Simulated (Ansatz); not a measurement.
**ClH₆NSi₂: up Jacob's ladder to CCSD(T)**

The task here is to estimate one member of a computed series from the others.

Computed with Ansatz 0.2.0, Gaussian basis. Level: functionals in def2-TZVPP, the program's frozen cores in correlated methods.

Levels to be run: LDA (SPW92), PBE-D4, revPBE-D4, BLYP-D4, r2SCAN-D4, B97M-V, PBE0-D4, B3LYP-D4, r2SCANh-D4, r2SCAN0-D4, HSE06-D4, BHLYP-D4, CAM-B3LYP-D4, LC-ωPBE, ωB97X-V, ωB97M-V, B2PLYP, PBE-QIDH; CCSD(T)/def2-SVP; CCSD(T)/def2-TZVPP; MP2/def2-QZVPP; extrapolation to the limit; RPA on PBE.

### Structure used throughout

The geometry comes from an earlier relaxation with PBE0-D4 in a triple-zeta def2 set; it is a stationary point, not always the lowest conformer.

SMILES `N[SiH]([SiH3])Cl`, 10 atoms, charge 0, spin multiplicity 1.

Atoms are counted from 1 here; the program's logs count them from 0.

Bond lengths: N1–Si2 1.706 Å, N1–H5 1.008 Å, N1–H6 1.008 Å, Si2–Si3 2.336 Å, Si2–Cl4 2.083 Å, Si2–H7 1.482 Å, Si3–H8 1.486 Å, Si3–H9 1.489 Å, Si3–H10 1.488 Å. Angles: Si2–N1–H5 120.5°, Si2–N1–H6 120.3°, H5–N1–H6 111.1°, N1–Si2–Si3 109.4°, N1–Si2–Cl4 114.5°, N1–Si2–H7 107.1°, Si3–Si2–Cl4 106.1°, Si3–Si2–H7 114.7°, Cl4–Si2–H7 105.1°, Si2–Si3–H8 110.2°, Si2–Si3–H9 108.8°, Si2–Si3–H10 110.7°, H8–Si3–H9 109.0°, H8–Si3–H10 109.3°, H9–Si3–H10 108.7°.

The first run:

in.yaml reads:

```yaml
crystal:
  periodic: [false, false, false]
  atoms:
    - {symbol: N, position_ang: [-0.500397, 1.640414, -0.476629]}
    - {symbol: Si, position_ang: [-0.088680, 0.024356, -0.834749]}
    - {symbol: Si, position_ang: [0.678014, -1.030751, 1.103594]}
    - {symbol: Cl, position_ang: [-1.669623, -1.135777, -1.538402]}
    - {symbol: H, position_ang: [-1.066826, 1.857286, 0.327869]}
    - {symbol: H, position_ang: [-0.657564, 2.302288, -1.220499]}
    - {symbol: H, position_ang: [0.889068, 0.060013, -1.948241]}
    - {symbol: H, position_ang: [0.872239, -2.482584, 0.855065]}
    - {symbol: H, position_ang: [-0.336064, -0.853848, 2.179463]}
    - {symbol: H, position_ang: [1.962933, -0.432596, 1.555431]}
basis:
  gaussian: {orbitals: def2-TZVPP}
hamiltonian: {xc: lda}
output: {orbitals: {seedname: orbitals}}
```

Steps of the session up to this table: LDA; PBE-D4 (GGA); revPBE-D4 (GGA); BLYP-D4 (GGA); r2SCAN-D4 (meta-GGA); B97M-V (meta-GGA); PBE0-D4 (hybrid); B3LYP-D4 (hybrid); r2SCANh-D4 (hybrid); r2SCAN0-D4 (hybrid); HSE06-D4 (hybrid); BHLYP-D4 (hybrid); CAM-B3LYP-D4 (range-separated); LC-ωPBE-D4 (range-separated; the results give it without D4); ωB97X-V (range-separated); ωB97M-V (range-separated); B2PLYP (double hybrid); PBE-QIDH (double hybrid).

One table of the session follows, with a row left open; its other results are not shown here.

It belongs to the step «Orbital energies across the functionals». 

```
  functional  HOMO (eV)  gap (eV)
 LDA (SPW92)      -6.72      5.49
      PBE-D4      -6.57      5.52
   revPBE-D4      -6.51      5.55
     BLYP-D4      -6.43      5.52
   r2SCAN-D4      -6.87      6.12
      B97M-V      -7.00      6.00
     PBE0-D4      -7.90      7.67
    B3LYP-D4      -7.67      7.25
  r2SCANh-D4      -7.37      6.91
  r2SCAN0-D4      -8.09      8.05
    HSE06-D4      -7.50      6.90
    BHLYP-D4      -9.05      9.68
CAM-B3LYP-D4      -9.23     10.01
     LC-ωPBE          ?         ?
     ωB97X-V     -10.22     12.00
     ωB97M-V     -10.01     11.47
```

**Question.** Estimate the row for LC-ωPBE.

As computed: HOMO (eV): -10.55; gap (eV): 12.48. In the column «HOMO (eV)» it is the lowest.
